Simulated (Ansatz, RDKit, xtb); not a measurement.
# C3H5F3Si: which of the isomers drawn lies lowest?, part 2 of 2

Which of a sample of isomers of C3H5F3Si is the most stable in the gas at 298.15 K, and what are its properties? The sample is small against all isomers, and the most stable one of this formula need not be in it.

xtb, Ansatz and PySCF; isolated molecules. The steps go on from the part before.

## (8) Thermal terms of the finalists

As xtb prints them, at 298.15 K, with its own treatment of low modes:

```csv
label,SMILES,spin,lowest mode (cm⁻¹),zero-point (kcal/mol),G − E (kcal/mol)
c543a,F[Si@@H]1CCC1(F)F,singlet,38,47.8,27.4
c297a,C=C([SiH3])C(F)(F)F,singlet,15,43.2,22.2
c963a,FC(F)(F)[C@@H]1C[SiH2]1,singlet,52,45.5,25.3
```

## (9) Energies at the top level

Single points at CCSD(T)/def2-SVP + MP2/def2-TZVPP - MP2/def2-SVP on the refined geometries decide the order.

c543a, CCSD(T)/def2-SVP:

The input, input.yaml:

```yaml
crystal:
  periodic: [false, false, false]
  atoms:
    - {symbol: C, position_ang: [-0.624679, -0.240192, 0.236760]}
    - {symbol: C, position_ang: [-0.643699, 1.101040, -0.566548]}
    - {symbol: C, position_ang: [-0.569187, 2.119484, 0.593340]}
    - {symbol: F, position_ang: [-0.492545, 0.466505, 3.179719]}
    - {symbol: F, position_ang: [0.734485, 2.455874, 0.849849]}
    - {symbol: F, position_ang: [-1.250196, 3.271359, 0.370474]}
    - {symbol: Si, position_ang: [-1.225974, 0.719786, 1.750664]}
    - {symbol: H, position_ang: [-2.691475, 0.744445, 1.997652]}
    - {symbol: H, position_ang: [0.403057, -0.609979, 0.378476]}
    - {symbol: H, position_ang: [-1.234462, -1.052262, -0.182209]}
    - {symbol: H, position_ang: [0.177677, 1.232397, -1.288777]}
    - {symbol: H, position_ang: [-1.599244, 1.242754, -1.095758]}
basis:
  gaussian:
    orbitals: def2-SVP
total_charge: 0
correlation:
  method: ccsd_t
  frozen_orbitals: {Si: 5, H: 0, F: 1, C: 1}
```

Launch:

```console
ansatz run input.yaml --threads 2 --pin off --max-ram 4350MiB --events-out events.jsonl --progress --plain --runs-dir runs
```

What it wrote, cut to the lines that bear on the results:

```text
Warning: RAYON_NUM_THREADS=2 ignored (pool sized by the plan → 2); use --threads N
Functional definition: HF
  name "HF"
[...]
1249 factors; integrals over basis functions are off by at most 1.2e-3 eV
[...]
mean field -19139.79115835 eV, -703.3743516530 hartree, gradient 2.1e-6 eV, S^2 0.000000; 0 other end points of the search recorded, 0 dependent functions left out
11 core orbitals not correlated: weight in the atoms' cores, before any rotation towards them, 1.000 or more for the frozen orbitals, at most 0.000 for the correlated occupied ones
reference -19139.79115835 eV, -703.3743516530 hartree; 21, 21 occupied and 95, 95 virtual orbitals, 1249 factors
second order -28.60311712 eV of doubles, -0.00000000 eV of singles
cycle   1  -29.04029718 eV  change   -4.4e-1 eV  update   1.2e-1
[...]
cycle   9  -29.84978828 eV  change   -5.7e-6 eV  update   1.9e-5
perturbative correction -0.73321157 eV, -0.0269450281 hartree
Total energy: -19170.37415820 eV, -704.4982561675 hartree
```

Run time: 18 s. Hardware: 2 threads of Intel Xeon, shared host; peak memory 0.91 GiB.

## (10) c543a at MP2/def2-TZVPP

The input, input.yaml:

```yaml
crystal:
  periodic: [false, false, false]
  atoms:
    - symbol: C
      position_ang: [-0.624679, -0.240192, 0.236760]
    - symbol: C
      position_ang: [-0.643699, 1.101040, -0.566548]
    - symbol: C
      position_ang: [-0.569187, 2.119484, 0.593340]
    - symbol: F
      position_ang: [-0.492545, 0.466505, 3.179719]
    - symbol: F
      position_ang: [0.734485, 2.455874, 0.849849]
    - symbol: F
      position_ang: [-1.250196, 3.271359, 0.370474]
    - symbol: Si
      position_ang: [-1.225974, 0.719786, 1.750664]
    - symbol: H
      position_ang: [-2.691475, 0.744445, 1.997652]
    - symbol: H
      position_ang: [0.403057, -0.609979, 0.378476]
    - symbol: H
      position_ang: [-1.234462, -1.052262, -0.182209]
    - symbol: H
      position_ang: [0.177677, 1.232397, -1.288777]
    - symbol: H
      position_ang: [-1.599244, 1.242754, -1.095758]
basis:
  gaussian:
    orbitals: def2-TZVPP
correlation:
  method: mp2
  frozen_orbitals: {Si: 5, H: 0, F: 1, C: 1}
```

Launch:

```console
ansatz run input.yaml --threads 2 --pin off --max-ram 4350MiB --events-out events.jsonl --progress --plain --runs-dir runs
```

What it wrote:

```text
Warning: RAYON_NUM_THREADS=2 ignored (pool sized by the plan → 2); use --threads N
[... 2 set-up lines as earlier in the session ...]
  exchange = exact_x
  correlation = 0
1836 factors; integrals over basis functions are off by at most 1.1e-3 eV
mean field evaluation 1: about -19151.5007 eV, gradient 4.6e1 eV
mean field evaluation 2: about -19151.8315 eV, gradient 4.7e1 eV
mean field evaluation 4: about -19156.5136 eV, gradient 4.7e0 eV
mean field evaluation 8: about -19156.6053 eV, gradient 3.4e-1 eV
mean field evaluation 16: about -19156.6058 eV, gradient 1.2e-6 eV
mean field -19156.60581241 eV, -703.9922787922 hartree, gradient 1.2e-6 eV, S^2 0.000000; 0 other end points of the search recorded, 0 dependent functions left out
11 core orbitals not correlated: weight in the atoms' cores, before any rotation towards them, 1.000 or more for the frozen orbitals, at most 0.000 for the correlated occupied ones
reference -19156.60581241 eV, -703.9922787922 hartree; 21, 21 occupied and 266, 266 virtual orbitals, 1836 factors
second order -36.95227442 eV of doubles, -0.00000000 eV of singles
Total energy: -19193.55808683 eV, -705.3502498299 hartree
```

Run time: 12 s. Hardware: 2 threads of Intel Xeon, shared host; peak memory 0.94 GiB.

## (11) c297a at CCSD(T)/def2-SVP

The input, input.yaml:

```yaml
basis:
  gaussian:
    orbitals: def2-SVP
crystal:
  periodic: [false, false, false]
  atoms:
    - {symbol: C, position_ang: [-1.278577, -0.290001, 1.426894]}
    - {symbol: C, position_ang: [-0.933967, 0.751939, 0.658095]}
    - {symbol: C, position_ang: [-1.978327, 1.421888, -0.199553]}
    - {symbol: F, position_ang: [-3.147312, 0.762970, -0.236881]}
    - {symbol: F, position_ang: [-1.544852, 1.542365, -1.472164]}
    - {symbol: F, position_ang: [-2.237703, 2.668362, 0.241069]}
    - {symbol: Si, position_ang: [0.838960, 1.420931, 0.595154]}
    - {symbol: H, position_ang: [-0.549375, -0.788369, 2.072050]}
    - {symbol: H, position_ang: [-2.300247, -0.682630, 1.439059]}
    - {symbol: H, position_ang: [0.842323, 2.900064, 0.765569]}
    - {symbol: H, position_ang: [1.590309, 0.773185, 1.706276]}
    - {symbol: H, position_ang: [1.482578, 1.084362, -0.705554]}
correlation:
  method: ccsd_t
  frozen_orbitals: {Si: 5, H: 0, F: 1, C: 1}
```

Launch:

```console
ansatz run input.yaml --threads 2 --pin off --max-ram 4350MiB --events-out events.jsonl --progress --plain --runs-dir runs
```

What it wrote, cut to the lines that bear on the results:

```text
Warning: RAYON_NUM_THREADS=2 ignored (pool sized by the plan → 2); use --threads N
[... 2 set-up lines as earlier in the session ...]
[...]
1250 factors; integrals over basis functions are off by at most 1.2e-3 eV
[...]
mean field -19138.71799674 eV, -703.3349136912 hartree, gradient 1.5e-6 eV, S^2 0.000000; 0 other end points of the search recorded, 0 dependent functions left out
11 core orbitals not correlated: weight in the atoms' cores, before any rotation towards them, 1.000 or more for the frozen orbitals, at most 0.000 for the correlated occupied ones
reference -19138.71799674 eV, -703.3349136912 hartree; 21, 21 occupied and 95, 95 virtual orbitals, 1250 factors
second order -28.34035044 eV of doubles, -0.00000000 eV of singles
cycle   1  -28.83842724 eV  change   -5.0e-1 eV  update   1.2e-1
[...]
cycle   9  -29.71909393 eV  change   -1.5e-5 eV  update   2.4e-5
perturbative correction -0.77375985 eV, -0.0284351500 hartree
Total energy: -19169.21085052 eV, -704.4555053990 hartree
```

Run time: 16 s. Hardware: 2 threads of Intel Xeon, shared host; peak memory 0.91 GiB.

## (12) The ranking

Energies in kcal/mol from c543a; G adds the thermal terms to the CCSD(T)/def2-SVP + MP2/def2-TZVPP - MP2/def2-SVP energy. The columns left of the relaxed level are at the tight-binding geometries.

```csv
label,SMILES,spin,GFN2-xTB,HF/STO-3G,r2SCAN-D4/def2-SVP,B3LYP/def2-SVP,HF/def2-SVP,MP2/def2-SVP,CCSD(T)/def2-SVP + MP2/def2-TZVPP - MP2/def2-SVP,G,share at equilibrium,T1
c543a,F[Si@@H]1CCC1(F)F,singlet,0.0,0.0,0.0,0.0,0.0,0.0,0.0,0.0,100.0 %,0.012
c297a,C=C([SiH3])C(F)(F)F,singlet,36.1,31.9,29.6,29.3,24.7,30.8,37.2,32.0,< 0.1 %,0.012
c963a,FC(F)(F)[C@@H]1C[SiH2]1,singlet,44.5,37.7,31.8,36.1,36.2,35.6,43.3,41.3,< 0.1 %,0.012
```

Lowest found: c543a, `F[Si@@H]1CCC1(F)F`, a singlet. Bond lengths: C1–C2 1.564 Å, C2–C3 1.545 Å, C3–F5 1.371 Å, C3–F6 1.357 Å, C1–Si7 1.891 Å, C3–Si7 1.931 Å, F4–Si7 1.626 Å, Si7–H8 1.486 Å, C1–H9 1.101 Å, C1–H10 1.099 Å, C2–H11 1.102 Å, C2–H12 1.101 Å. Some angles: C1–C2–C3 100.3°, C2–C1–Si7 88.4°, C2–C3–F5 110.4°, C2–C3–F6 114.3°, C2–C3–Si7 87.5°, F5–C3–F6 107.4°, F5–C3–Si7 112.9°, F6–C3–Si7 122.9°, C1–Si7–C3 77.3°, C1–Si7–F4 118.8°.

```xyz
12

C    -0.6247   -0.2402    0.2368
C    -0.6437    1.1010   -0.5665
C    -0.5692    2.1195    0.5933
F    -0.4925    0.4665    3.1797
F     0.7345    2.4559    0.8498
F    -1.2502    3.2714    0.3705
Si   -1.2260    0.7198    1.7507
H    -2.6915    0.7444    1.9977
H     0.4031   -0.6100    0.3785
H    -1.2345   -1.0523   -0.1822
H     0.1777    1.2324   -1.2888
H    -1.5992    1.2428   -1.0958
```

## (13) Outcome

This closing draws on all 2 parts.

| quantity | value |
| --- | --- |
| lowest structure found | F[Si@@H]1CCC1(F)F, singlet |
| next finalist | C=C([SiH3])C(F)(F)F, singlet, 32.0 kcal/mol higher in G |
| share at equilibrium, among the finalists | 100.0 % |
| funnel | 9 starts, 8 minima at GFN2-xTB, 7 screening runs, 3 relaxed, 3 ranked |
| CPU time of all runs | 7.9 min |

**Reading.** The search ends on `F[Si@@H]1CCC1(F)F`. Among the finalists first place is clear (32.0 kcal/mol); structures outside the list aren't covered. GFN2-xTB, HF/STO-3G, r2SCAN-D4/def2-SVP, B3LYP/def2-SVP, HF/def2-SVP and MP2/def2-SVP already put its bonding pattern lowest among the structures in one piece. The largest share of the time went into the relaxations (54 %). Lowest found is not proven lowest: the search is finite, and each finalist counts with one conformer. Only 6 drawn patterns were tried, so whole families of isomers are missing, and the result ranks this sample alone. The lowest isomer need not be the one that is made and kept in a bottle, which depends on barriers.
